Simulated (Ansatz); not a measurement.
The system is Ba2Tl5V3O12.

```
CELL_PARAMETERS angstrom
6.54548 0.00000 0.00000
0.00000 6.54548 0.00000
0.00000 0.00000 13.57484
ATOMIC_POSITIONS crystal
Ba 0.50000 0.00000 0.56322
Ba 0.00000 0.50000 0.43678
V 0.00000 0.00000 0.50000
V 0.00000 0.00000 0.00000
V 0.50000 0.50000 0.50000
Tl 0.50000 0.00000 0.02980
Tl 0.00000 0.50000 0.68840
Tl 0.00000 0.50000 0.97020
Tl 0.50000 0.00000 0.31160
Tl 0.50000 0.50000 0.00000
O 0.81622 0.88853 0.42632
O 0.88853 0.18378 0.57368
O 0.11147 0.81622 0.57368
O 0.18378 0.11147 0.42632
O 0.82276 0.85849 0.93300
O 0.85849 0.17724 0.06700
O 0.14151 0.82276 0.06700
O 0.17724 0.14151 0.93300
O 0.68323 0.61113 0.57410
O 0.61113 0.31677 0.42590
O 0.38887 0.68323 0.42590
O 0.31677 0.38887 0.57410
```

The cell was built by a generator and needn't be a form met in nature.

| Item | Value |
| --- | --- |
| Program | Ansatz 0.2.0 |
| Task | relaxation of cell and atoms |
| Functional | PBEsol |
| Dispersion | D3(BJ) |
| Potentials or basis | Ansatz PAW |
| Cutoff | 420 eV (not typed: the program's choice for these potentials) |
| k mesh | 3 × 3 × 2 |
| Occupations | fermi-dirac, width 0.05 eV |
| Spin | collinear spin, ferromagnetic start |
| Starting moments | [0.0, 0.0, 2.0, 2.0, 2.0, 0.0, 0.0, 0.0, 0.0, 0.0, 0.0, 0.0, 0.0, 0.0, 0.0, 0.0, 0.0, 0.0, 0.0, 0.0, 0.0, 0.0] μB |

At the start: volume 26.44 Å³/atom.

Problem. Where does the relaxation end?

Solution. It ends after 18 steps and the volume is 19.25 Å³/atom (-27.2 %); space group P-4 (No. 81, to 0.05 Å); moment 0.00 μB per cell.

The path:
| step | energy change (eV) | largest force (eV/Å) | volume (Å³) |
| --- | --- | --- | --- |
| 1 | 0.0000 | 0.3514 | 581.59 |
| 2 | -0.4446 | 0.3062 | 543.93 |
| 3 | -0.5830 | 0.2419 | 524.49 |
| 4 | -0.7069 | 0.1918 | 499.73 |
| 5 | -0.8519 | 0.1101 | 482.17 |
| 6 | -0.9536 | 0.1277 | 468.69 |
| 7 | -1.0475 | 0.1219 | 455.89 |
| 8 | -1.1405 | 0.1123 | 442.82 |
| 9 | -1.1807 | 0.1146 | 436.48 |
| 10 | -1.2079 | 0.0206 | 430.88 |
| 11 | -1.2079 | 0.0060 | 431.06 |
| 12 | -1.1347 | 0.0066 | 431.06 |
| 13 | -1.1586 | 0.0208 | 423.60 |
| 14 | -1.1578 | 0.0216 | 424.23 |
| 15 | -1.1577 | 0.0008 | 424.34 |
| 16 | -1.1435 | 0.0010 | 424.34 |
| 17 | -1.1458 | 0.0015 | 423.49 |
| 18 | -1.1435 | 0.0014 | 423.49 |

Final structure:
```yaml
crystal:
  lattice:
    - [6.39982, 0.00000, 0.00000]
    - [0.00000, 6.39982, 0.00000]
    - [0.00000, 0.00000, 10.33960]
  atoms:
    - { symbol: Ba, position: [0.50000, 0.00000, 0.58365] }
    - { symbol: Ba, position: [0.00000, 0.50000, 0.41635] }
    - { symbol: V, position: [0.00000, 0.00000, 0.50000] }
    - { symbol: V, position: [0.00000, 0.00000, 0.00000] }
    - { symbol: V, position: [0.50000, 0.50000, 0.50000] }
    - { symbol: Tl, position: [0.50000, 0.00000, 0.95422] }
    - { symbol: Tl, position: [0.00000, 0.50000, 0.73649] }
    - { symbol: Tl, position: [0.00000, 0.50000, 0.04578] }
    - { symbol: Tl, position: [0.50000, 0.00000, 0.26351] }
    - { symbol: Tl, position: [0.50000, 0.50000, 0.00000] }
    - { symbol: O, position: [0.81425, 0.88385, 0.40494] }
    - { symbol: O, position: [0.88385, 0.18575, 0.59506] }
    - { symbol: O, position: [0.11615, 0.81425, 0.59506] }
    - { symbol: O, position: [0.18575, 0.11615, 0.40494] }
    - { symbol: O, position: [0.85217, 0.82225, 0.91446] }
    - { symbol: O, position: [0.82225, 0.14783, 0.08554] }
    - { symbol: O, position: [0.17775, 0.85217, 0.08554] }
    - { symbol: O, position: [0.14783, 0.17775, 0.91446] }
    - { symbol: O, position: [0.68491, 0.61320, 0.59691] }
    - { symbol: O, position: [0.61320, 0.31509, 0.40309] }
    - { symbol: O, position: [0.38680, 0.68491, 0.40309] }
    - { symbol: O, position: [0.31509, 0.38680, 0.59691] }
```

Caveat: the volume moved by over 15 % at a fixed basis, so the end points are rough; the plane-wave basis is chosen anew once the cell has moved, so the energies of steps on either side of that aren't comparable; the pressure holds a Pulay correction of +0.4 GPa for the finite cutoff; the PAW data sets come from PBE, with cores solved anew for the run's functional, which leaves a small shift of forces and pressure; the starting moments weren't kept.
